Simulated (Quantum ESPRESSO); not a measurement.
Here is a Quantum ESPRESSO 7.5 calculation.

File pw.in:

```
&CONTROL
  calculation = 'scf'
  prefix = 'pwscf'
  outdir = './tmp'
  pseudo_dir = './pseudo'
  tprnfor = .true.
  tstress = .true.
  disk_io = 'nowf'
/
&SYSTEM
  ibrav = 0
  nat = 1
  ntyp = 1
  ecutwfc = 56
  ecutrho = 448
  nbnd = 16
  occupations = 'smearing'
  smearing = 'mp'
  degauss = 0.00734986
/
&ELECTRONS
  conv_thr = 2d-10
  electron_maxstep = 120
  mixing_beta = 0.5
/
ATOMIC_SPECIES
Cu    63.5460 cu_pbesol_v1.2.uspp.F.UPF
CELL_PARAMETERS angstrom
   1.6400000000    2.3193102423    0.0000000000
  -1.6400000000    2.3193102423    0.0000000000
   0.0000000000    2.3193102423    1.8000000000
ATOMIC_POSITIONS crystal
Cu     0.0000000000    0.0000000000    0.0000000000
K_POINTS automatic
16 16 16 0 0 0
```

Potentials or basis: GBRV 1.5 PBEsol.

Command:

```sh
$ OMP_NUM_THREADS=1 pw.x -in pw.in > pw.out
```

(1) Predict the pressure.

(2) Estimate the band gap on the k mesh.

Results:

(1) -15.2 GPa.

(2) none (metal or under the smearing width).

Caveat: so large a pressure means that the cell lies far from this level's equilibrium, or that cutoff or potentials fall short.
